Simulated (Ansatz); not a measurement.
# MnAlGe: properties at the relaxed cell

An exercise on one series of results from a longer session: the logs are not shown, and one member is left open.

Program: Ansatz 0.2.0. Level of theory: DFT PBEsol, scalar-relativistic, plane waves, PAW. These are calculated values, not measurements.

### The system as given

The structure is tetragonal, space group P4/nmm (No. 129). Conventional cell: a = 3.848 Å, b = 3.848 Å, c = 5.826 Å, α = 90.00°, β = 90.00°, γ = 90.00°. Mn (site symmetry -4m2) is surrounded by 4 Ge at 2.50 Å and 4 Al at 2.58 Å and 4 Mn at 2.72 Å. Around Al (site symmetry 4mm) lie 5 Ge at 2.52 to 2.72 Å and 4 Mn at 2.58 Å. Ge (site symmetry 4mm) is surrounded by 4 Mn at 2.50 Å and 5 Al at 2.52 to 2.72 Å.

As a file:

```cif
data_structure
_symmetry_space_group_name_H-M 'P 1'
_symmetry_Int_Tables_number 1
_cell_length_a 3.8482
_cell_length_b 3.8482
_cell_length_c 5.8262
_cell_angle_alpha 90.000
_cell_angle_beta 90.000
_cell_angle_gamma 90.000
_cell_volume 86.28
loop_
_atom_site_label
_atom_site_type_symbol
_atom_site_fract_x
_atom_site_fract_y
_atom_site_fract_z
_atom_site_occupancy
Mn1 Mn 0.00000 0.00000 0.00000 1
Mn2 Mn 0.50000 0.50000 0.00000 1
Al1 Al 0.50000 0.00000 0.70623 1
Al2 Al 0.00000 0.50000 0.29377 1
Ge1 Ge 0.50000 0.00000 0.27374 1
Ge2 Ge 0.00000 0.50000 0.72626 1
```

It is the result of an earlier relaxation at this level (volume 14.38 Å³/atom; gap on the mesh: none (metal), site moments up to 1.7 μB).

Set-up of the first run:

input.yaml reads:

```yaml
crystal:
  lattice:
    - [3.8093741655, 0.0, 0.0]
    - [0.0, 3.8093741655, 0.0]
    - [0.0, 0.0, 5.7673072039]
  atoms:
    - { symbol: Mn, position: [0.0, 0.0, 0.0], spin: 1.92 }
    - { symbol: Mn, position: [0.5, 0.5, 0.0], spin: 1.92 }
    - { symbol: Al, position: [0.5, 0.0, 0.7062331741] }
    - { symbol: Al, position: [0.0, 0.5, 0.2937668259] }
    - { symbol: Ge, position: [0.5, 0.0, 0.2737365246] }
    - { symbol: Ge, position: [0.0, 0.5, 0.7262634754] }
basis:
  ecutwfc: 420
kpoints:
  mp_grid: { grid: [10, 10, 6] }
hamiltonian:
  xc: pbesol
scf:
  occupations: { method: gaussian, width: 0.1 }
output:
  forces: true
  stress: true
  eigenvalues: true
  populations: true
magnetization:
  spin_polarized: true
relax:
  adjacent_minimum: "off"
  f_tol: 0.01
  max_steps: 30
  cell: { stress_tol: 0.1, fix: [volume] }
```

Launch:

```bash
ansatz run input.yaml --threads 1 --pin off --max-ram 2560MiB --backend cpu --events-out ev --progress --plain --runs-dir out
```

Among the steps run: Volume × 0.97; The cell scaled to 1.03 of its volume; Volume × 0.94; The cell scaled to 1.06 of its volume; Volume × 0.91; The cell scaled to 1.10 of its volume; The cell scaled to 0.88 of its volume.

One table of the session follows, with a row left open; its other results are not shown here.

It belongs to the step «Fit of the equation of state». 

```
volume (Å³/atom)  energy above the lowest point (meV/atom)  pressure (GPa)  largest moment (μB)
          12.654                                     110.7           23.07                 1.60
          13.086                                      58.7           15.83                 1.63
          13.517                                      24.6            9.67                 1.66
          13.949                                       5.8            4.44                 1.70
          14.380                                       0.0            0.00                 1.74
          14.811                                         ?               ?                    ?
          15.243                                      19.5           -6.80                 1.90
          15.818                                      49.5           -9.85                 2.09
```

Q: Estimate the row for volume (Å³/atom) = 14.811 from the others.

Worked estimate for «energy above the lowest point (meV/atom)». A straight line through the neighbours (14.380, 0.0) and (15.243, 19.5) gives 0.0 + (19.5 − 0.0) × (14.811 − 14.380) / (15.243 − 14.380) = 9.7; a parabola fitted to 4 rows on both sides gives 5.5.

**Answer.** energy above the lowest point (meV/atom): 5.2; pressure (GPa): -3.74; largest moment (μB): 1.80. In «energy above the lowest point (meV/atom)» the line misses by +4.5 and the parabola by +0.3.
